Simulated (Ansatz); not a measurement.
# Si5Te: the cost of one run

Computed with Ansatz 0.2.0 (DFT PBE, scalar-relativistic, plane waves, PAW, unless a step's input says otherwise).

## (1) The structure to begin with

It takes space group P6/mmm (No. 191, hexagonal). The conventional cell has a = 5.387 Å, b = 5.387 Å, c = 4.380 Å, α = 90.00°, β = 90.00°, γ = 120.00°. Si (site symmetry mmm) has 8 Si at 2.69 Å in its first shell of neighbours. Si (site symmetry -6m2) has 6 Si at 2.69 Å in its first shell of neighbours. Around Te (site symmetry 6/mmm) lie 18 Si at 3.11 to 3.47 Å.

As a file:

```cif
data_structure
_symmetry_space_group_name_H-M 'P 1'
_symmetry_Int_Tables_number 1
_cell_length_a 5.3870
_cell_length_b 5.3870
_cell_length_c 4.3803
_cell_angle_alpha 90.000
_cell_angle_beta 90.000
_cell_angle_gamma 120.000
_cell_volume 110.08
loop_
_atom_site_label
_atom_site_type_symbol
_atom_site_fract_x
_atom_site_fract_y
_atom_site_fract_z
_atom_site_occupancy
Si1 Si 0.50000 0.00000 0.50000 1
Si2 Si 0.50000 0.50000 0.50000 1
Si3 Si 0.00000 0.50000 0.50000 1
Si4 Si 0.33333 0.66667 0.00000 1
Si5 Si 0.66667 0.33333 0.00000 1
Te1 Te 0.00000 0.00000 0.00000 1
```

A structure generator made this guess: species swapped into a database cell of TbCu5 (P6/mmm, No. 191), with Te on the Tb sites and Si on the Cu sites. The dimensions are guesses.

## (2) Probe: one point on a coarse mesh

input.yaml

```yaml
crystal:
  lattice:
    - [5.3869727, 0.0, 0.0]
    - [-2.69348635, 4.66525521, 0.0]
    - [0.0, 0.0, 4.38026217]
  atoms:
    - { symbol: Si, position: [0.5, 0.0, 0.5] }
    - { symbol: Si, position: [0.5, 0.5, 0.5] }
    - { symbol: Si, position: [0.0, 0.5, 0.5] }
    - { symbol: Si, position: [0.33333333, 0.66666667, 0.0] }
    - { symbol: Si, position: [0.66666667, 0.33333333, 0.0] }
    - { symbol: Te, position: [0.0, 0.0, 0.0] }
basis:
  ecutwfc: 420
kpoints:
  mp_grid: { grid: [6, 6, 4] }
hamiltonian:
  xc: pbe
scf:
  occupations: { method: gaussian, width: 0.1 }
  lower_state_search: "off"
output:
  forces: true
  stress: true
  eigenvalues: true
```

The run is started by

```
$ ansatz run input.yaml --threads 1 --pin off --max-ram 2560MiB --backend cpu --events-out ev --progress --plain --runs-dir out
```

**Question.** How long does this run take on 1 thread of AMD EPYC (Zen 3), shared host, and how much memory does it need?

About 7.9 s, with a peak of 0.39 GiB.
